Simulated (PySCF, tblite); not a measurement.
# C₃H₁₁B₂NSi: geometry, infrared bands and NMR shifts

Wanted: the infrared bands and NMR shifts of C₃H₁₁B₂NSi (`B[C@H]1CNB(C)[SiH2]1`), by calculation.

Computed with tblite 0.8.0 and PySCF 2.14.0, with density-fitted response routines of our own, on a single molecule in the gas phase. Atoms count from 0, in the outputs and in this text.

## (1) Starting geometry

18 atoms, charge 0, multiplicity 1; geometry from: force field or distance geometry start.

Bonds of the start (Å): B0–C1 1.56, C1–C2 1.53, C2–N3 1.45, N3–B4 1.54, B4–C5 1.57, B4–Si6 1.95, Si6–C1 1.89, B0–H7 1.20, B0–H8 1.19, C1–H9 1.11, C2–H10 1.09, C2–H11 1.12, N3–H12 1.03, C5–H13 1.11, C5–H14 1.12, C5–H15 1.12, Si6–H16 1.46, Si6–H17 1.45.

## (2) Geometry optimisation with GFN2-xTB

Job settings and geometry (Å):

```
{"job": {"kind": "relax", "xc": "GFN2-xTB", "basis": "xTB"}, "charge": 0, "multiplicity": 1}
B     -2.339800     0.350700    -0.857700
C     -1.476800    -0.356500     0.227500
C     -0.575200    -1.441300    -0.375000
N      0.364900    -0.770100    -1.252500
B      1.248000     0.095100    -0.337200
C      2.590600     0.824900    -0.709400
Si    -0.127100     0.805100     0.854400
H     -2.716200     1.459400    -0.601100
H     -3.046200    -0.305300    -1.548400
H     -2.074000    -0.740000     1.084600
H     -0.004500    -1.988900     0.376600
H     -1.210900    -2.133300    -0.990000
H      0.936300    -1.503200    -1.693700
H      2.611900     1.008300    -1.802200
H      2.634900     1.792400    -0.147600
H      3.463000     0.217600    -0.353500
H      0.144800     0.497200     2.256600
H     -0.432400     2.194400     0.592100
```

The run is started by

```sh
> OMP_NUM_THREADS=1 python probes_run.py task.json out
```

One launch serves the whole session: the jobs run in the order shown.

**Question.** This job is followed by: GFN2-xTB harmonic vibrations, gas phase; GIAO PBE0/pcSseg-1 NMR shielding, non-relativistic, gas phase. Predict these results of the whole session: strongest single infrared mode (GFN2-xTB); zero-point energy (GFN2-xTB); 13C shifts against TMS (PBE0/pcSseg-1); 1H shifts against TMS (PBE0/pcSseg-1, means over atoms taken as alike); 11B shifts against BF3·OEt2 (PBE0/pcSseg-1); 15N shifts against NH3 (PBE0/pcSseg-1); 29Si shifts against TMS (PBE0/pcSseg-1).

**Answer**, as computed:

| quantity | value |
| --- | --- |
| strongest single infrared mode (GFN2-xTB) | 2133 cm⁻¹, 473 km/mol |
| zero-point energy (GFN2-xTB) | 87.4 kcal/mol |
| 13C shifts against TMS (PBE0/pcSseg-1) | 60.6, 49.3, 6.3 ppm |
| 1H shifts against TMS (PBE0/pcSseg-1, means over atoms taken as alike) | 6.88, 5.57, 4.07, 3.91, 3.74, 3.67, 3.34, 0.64 ppm |
| 11B shifts against BF3·OEt2 (PBE0/pcSseg-1) | 69.7, 44.0 ppm |
| 15N shifts against NH3 (PBE0/pcSseg-1) | 175.5 ppm |
| 29Si shifts against TMS (PBE0/pcSseg-1) | -87.2 ppm |

**Reading.** Over 162 steps the energy fell by 1.808 eV; of the close pairs, N3–B4 changed most, 1.538 to 1.379 Å. All 48 modes are real, so the xTB geometry is a minimum. The strongest single mode, at 2133 cm⁻¹, moves mainly H17. Unscaled tight-binding wavenumbers are off by several per cent, some by more. Its intensities can rank the bands wrongly. C2 (sp3 CH2 bonded to N) lies farthest downfield among carbon, at 60.6 ppm; pulled downfield by the heteroatom.
